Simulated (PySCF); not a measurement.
# WOF₂: relaxation and vibrations of the triplet

The task is one start of a wider search on WOF₂: the triplet, from a PBE0 minimum start. It is relaxed, tested by its Hessian and followed downhill if it is a saddle.

Computed with PySCF 2.14.0. Level: PBE0, basis W def2-SVP with ECP60, O def2-SVP, F def2-SVP, scalar-relativistic core potentials, no spin–orbit coupling, density fitting.

## Step 1: Where the work starts

4 atoms, charge 0, spin multiplicity 3.

Bond lengths: W1–O2 1.684 Å, W1–F3 1.886 Å, W1–F4 1.886 Å. Angles: O2–W1–F3 120.9°, O2–W1–F4 120.9°, F3–W1–F4 118.2°.

Z-matrix (Å, degrees; charge 0 multiplicity 3):
```
W
O  1 1.6838
F  1 1.8864 2 120.88
F  1 1.8864 2 120.88 3 180.00
```

## Step 2: The SCF at the typed geometry

The steps below are one call of a driver around PySCF. For each, scf.py gives the equivalent set-up of the SCF; relaxations use the driver's own optimiser. After this first run the driver tries any further starts and a stability analysis.

Input file scf.py:

```python
from pyscf import gto, scf, dft
mol = gto.M(atom='''
W     -0.035217    -0.000000    -0.021623
O     -1.470106    -0.000000    -0.902653
F     -0.057133     0.000000     1.864611
F      1.637012    -0.000000    -0.894558''',
    basis={'W': 'def2-SVP', 'O': 'def2-SVP', 'F': 'def2-SVP'},
    ecp={'W': 'def2-SVP'},
    charge=0, spin=2)
mf = dft.UKS(mol, xc='PBE0')
mf.grids.atom_grid = (50, 194)
aux = {'W': 'def2-universal-JKFIT', 'O': 'def2-universal-JKFIT', 'F': 'def2-universal-JKFIT'}
mf = mf.density_fit(auxbasis=aux)
mf.conv_tol = 1e-08
mf.diis_space = 10
mf.max_cycle = 60
mf.init_guess = 'minao'
mf.verbose = 4
mf.kernel()
```

Run with:

```console
$ OMP_NUM_THREADS=2 python axn.py task.json out
```

What it wrote:

```text
init E= -329.150396391399
[... the frontier-level lines of each cycle are left out ...]
cycle= 1 E= -341.292279509599  delta_E= -12.1  |g|= 0.925  |ddm|=  5.1
cycle= 2 E= -337.911270531289  delta_E= 3.38  |g|= 2.92  |ddm|=  2.4
cycle= 3 E= -341.52952286136  delta_E= -3.62  |g|= 0.462  |ddm|= 2.06
cycle= 4 E= -341.590745337182  delta_E= -0.0612  |g|= 0.248  |ddm|= 0.462
cycle= 5 E= -341.6127661273  delta_E= -0.022  |g|= 0.0449  |ddm|= 0.186
cycle= 6 E= -341.613746867388  delta_E= -0.000981  |g|= 0.0143  |ddm|= 0.0531
cycle= 7 E= -341.613873767919  delta_E= -0.000127  |g|= 0.00273  |ddm|= 0.0151
cycle= 8 E= -341.613892762569  delta_E= -1.9e-05  |g|= 0.00161  |ddm|= 0.00783
cycle= 9 E= -341.613899013359  delta_E= -6.25e-06  |g|= 0.000386  |ddm|= 0.00565
cycle= 10 E= -341.613899437058  delta_E= -4.24e-07  |g|= 0.000123  |ddm|= 0.00168
cycle= 11 E= -341.613899453925  delta_E= -1.69e-08  |g|= 3.74e-05  |ddm|= 0.0003
cycle= 12 E= -341.613899454442  delta_E= -5.17e-10  |g|= 4.51e-05  |ddm|= 7.96e-05
Extra cycle  E= -341.613899452788  delta_E= 1.65e-09  |g|= 8.34e-05  |ddm|= 8.18e-05
converged SCF energy = -341.613899452788  <S^2> = 2.0167055  2S+1 = 3.0111164
```

This step, with its further starts and checks, needed 17 s of wall time on 2 threads of Arm Neoverse N1, shared host.

The starts that the driver tried:

| start | energy (Eh) |
| --- | --- |
| the minimal-basis guess | -341.613899 |
| a thermally smeared density | -341.613899 |
| a smeared PBE density | -341.613899 |

No lower solution of this spin turned up from the other starts or in the test of internal stability.

## Step 3: Relaxing the triplet from the PBE0 minimum start

The program finds C2v symmetry in the start, which this walk keeps. Threshold on the gradient: 0.0003 Eh/bohr, with a further test on the energy change.

Changes to scf.py since step 2:

```diff
@@ -3,4 +3,4 @@
-W     -0.035217    -0.000000    -0.021623
-O     -1.470106    -0.000000    -0.902653
-F     -0.057133     0.000000     1.864611
-F      1.637012    -0.000000    -0.894558''',
+W     -0.035313     0.000000    -0.021682
+O     -1.470202     0.000000    -0.902712
+F     -0.057229     0.000000     1.864553
+F      1.636916     0.000000    -0.894617''',
@@ -17 +16,0 @@
-mf.init_guess = 'minao'
```

Energy and gradient, step by step:

| step | energy (Eh) | change (kJ/mol) | largest symmetric gradient (Eh/bohr) |
| --- | --- | --- | --- |
| 0 | -341.613899 | 0.00 | 0.00020 |

The walk took 3.2 s.

End point (C2v, 0 steps, 0.0 kJ/mol gained): W–F 1.886 Å (×2), W–O 1.684 Å; F–W–F 118.2°, F–W–O 120.9° (×2).

## Step 4: Vibrations and properties at this point

The point is checked on the finer grid, and tightened if its gradient asks for it. The Hessian and the dipole derivatives come from central differences of analytic gradients, with steps of 0.02 bohr.

Changes to scf.py since step 3:

```diff
@@ -3,4 +3,4 @@
-W     -0.035313     0.000000    -0.021682
-O     -1.470202     0.000000    -0.902712
-F     -0.057229     0.000000     1.864553
-F      1.636916     0.000000    -0.894617''',
+W     -0.035129     0.000000    -0.021570
+O     -1.470019     0.000000    -0.902600
+F     -0.057536     0.000000     1.864642
+F      1.636857     0.000000    -0.894931''',
@@ -11 +11 @@
-mf.grids.atom_grid = (50, 194)
+mf.grids.atom_grid = (75, 302)
@@ -14 +14 @@
-mf.conv_tol = 1e-08
+mf.conv_tol = 1e-10
```

This SCF starts from the last density.

SCF at the final geometry:

```text
init E= -341.613828923476
[... the frontier-level lines of each cycle are left out ...]
cycle= 1 E= -341.613828923442  delta_E= 3.41e-11  |g|= 1.12e-05  |ddm|= 1.11e-05
cycle= 2 E= -341.613828923249  delta_E= 1.93e-10  |g|= 2.5e-05  |ddm|= 2.42e-05
cycle= 3 E= -341.613828923478  delta_E= -2.29e-10  |g|= 4.67e-06  |ddm|= 1.79e-05
cycle= 4 E= -341.613828923487  delta_E= -8.41e-12  |g|= 1.19e-07  |ddm|= 2.94e-06
Extra cycle  E= -341.613828923489  delta_E= -1.93e-12  |g|= 1.3e-07  |ddm|= 1.88e-07
converged SCF energy = -341.613828923489  <S^2> = 2.0167099  2S+1 = 3.0111193
```

The whole step took 73 s.

Geometry: C2v; W–F 1.886 Å (×2), W–O 1.684 Å; F–W–F 118.3°, F–W–O 120.9° (×2).

Harmonic modes (main isotopes):

| symmetry | ω (cm⁻¹) | IR (km/mol) | μ (u) | type |
| --- | --- | --- | --- | --- |
| b1 | 164 | 19.9 | 21.98 | bend |
| a1 | 166 | 6.4 | 20.72 | bend |
| b2 | 176 | 16.2 | 18.12 | bend |
| b2 | 680 | 145 | 21.72 | stretch |
| a1 | 691 | 65.9 | 19.94 | stretch |
| a1 | 1063 | 132 | 17.24 | stretch |

No imaginary mode, so this is a minimum.

Constants and moments:

| Item | Value |
| --- | --- |
| Dipole moment | 0.58 D |
| Highest occupied level | -6.92 eV |
| Lowest empty level | -3.49 eV |
| Rotational constants | 0.2093, 0.1692, 0.09358 cm⁻¹ |
| Zero-point energy | 17.6 kJ/mol |
| Principal polarisabilities | 29.5, 30.9, 36.1 bohr³ |
| Atomisation energy without zero-point energy | 1814 kJ/mol |
| Principal traceless quadrupole moments about the centre of mass | -4.29, -3.80, 8.09 D Å |
| Entropy at 298.15 K and 1 bar (electronic part: spin only) | 321.8 J/(mol K) |
| Heat capacity Cp at 298.15 K | 65.3 J/(mol K) |
| Enthalpy at 298.15 K above 0 K | 15.43 kJ/mol |
| Rotational symmetry number | 2 |
| Spin squared ⟨S²⟩ | 2.017 |

Charges (e) and bond orders:

| atom | Mulliken | Löwdin | polar tensor | spin (Mulliken) | Mayer order to W1 |
| --- | --- | --- | --- | --- | --- |
| W1 | 1.05 | 0.46 | 1.97 | 2.09 | – |
| O2 | -0.31 | -0.10 | -0.74 | -0.15 | 2.29 |
| F3,4 | -0.37 | -0.18 | -0.62 | 0.03 | 1.02 |

Outer orbital energies (eV). α occupied: -13.08, -12.76, -12.09, -11.16, -11.08, -10.55, -8.06, -6.92; empty: -2.61, -0.91, -0.10, -0.09. β occupied: -13.65, -13.04, -12.39, -12.34, -12.07, -11.22, -11.04, -10.67; empty: -3.49, -2.11, -1.77, -0.27.

Mulliken populations on W1 (outside its core potential): s 2.58, p 6.27, d 3.95, f 0.15.

## Step 5: What came out

| quantity | value |
| --- | --- |
| minimum | triplet, C2v |
| geometry | W–F 1.886 Å (×2), W–O 1.684 Å; F–W–F 118.3°, F–W–O 120.9° (×2) |
| wavenumbers (cm⁻¹) | 164 (b1), 166 (a1), 176 (b2), 680 (b2), 691 (a1), 1063 (a1) |
| dipole moment | 0.58 D |
| highest occupied, lowest empty level (either spin) | -6.92, -3.49 eV |
| polar-tensor charge of W1 | +1.97 e |
| zero-point energy | 17.6 kJ/mol |
| entropy at 298.15 K | 321.8 J/(mol K) |
| atomisation energy (no zero-point energy) | 1814 kJ/mol |
| ⟨S²⟩ | 2.017 |

What this shows: The PBE0 minimum start keeps its C2v symmetry and ends in a minimum. In the infrared the band at 680 cm⁻¹ (b2, stretch) leads. Most of the spin sits on W1 (Mulliken spin 2.09, against 2 for the whole molecule). Only this shape and spin were tried, so other structures or states may lie lower. Open d and f shells are described by one determinant, and the ground state may have another occupation or spin. Spin–orbit coupling, left out here, can matter for elements this heavy.

The search up to here took 93 s.
